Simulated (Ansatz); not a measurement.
# Cu: the cost of one run

Method: DFT PBEsol, scalar-relativistic, plane waves, PAW, in Ansatz 0.2.0.

### Step 1. The system as given

It takes space group I4/mmm (No. 139, tetragonal). Conventional cell: a = 2.886 Å, b = 2.886 Å, c = 2.752 Å, α = 90.00°, β = 90.00°, γ = 90.00°. Cu (site symmetry 4/mmm) is surrounded by 10 Cu at 2.46 to 2.75 Å.

Coordinates:

```
CELL_PARAMETERS angstrom
-1.44279 1.44279 1.37608
1.44279 -1.44279 1.37608
1.44279 1.44279 -1.37608
ATOMIC_POSITIONS crystal
Cu 0.00000 0.00000 0.00000
```

This is candidate A: structure listed in a database for this formula (I4/mmm, No. 139).

(A quick probe on a coarse mesh, which set the mesh and smearing, is not shown.)

### Step 3. Relaxing cell and atoms (candidate A)

input.yaml reads:

```yaml
crystal:
  lattice:
    - [-1.44279332, 1.44279332, 1.37608145]
    - [1.44279332, -1.44279332, 1.37608145]
    - [1.44279332, 1.44279332, -1.37608145]
  atoms:
    - { symbol: Cu, position: [0.0, 0.0, 0.0] }
basis:
  ecutwfc: 420
kpoints:
  mp_grid: { grid: [28, 28, 28] }
hamiltonian:
  xc: pbesol
scf:
  occupations: { method: gaussian, width: 0.1 }
output:
  forces: true
  stress: true
  eigenvalues: true
relax:
  adjacent_minimum: "off"
  f_tol: 0.01
  max_steps: 80
  cell: { stress_tol: 0.05 }
```

Q: Estimate wall time and peak memory on 1 thread of an x86-64 CPU, shared host.

About 1.9 min, with a peak of 0.73 GiB.
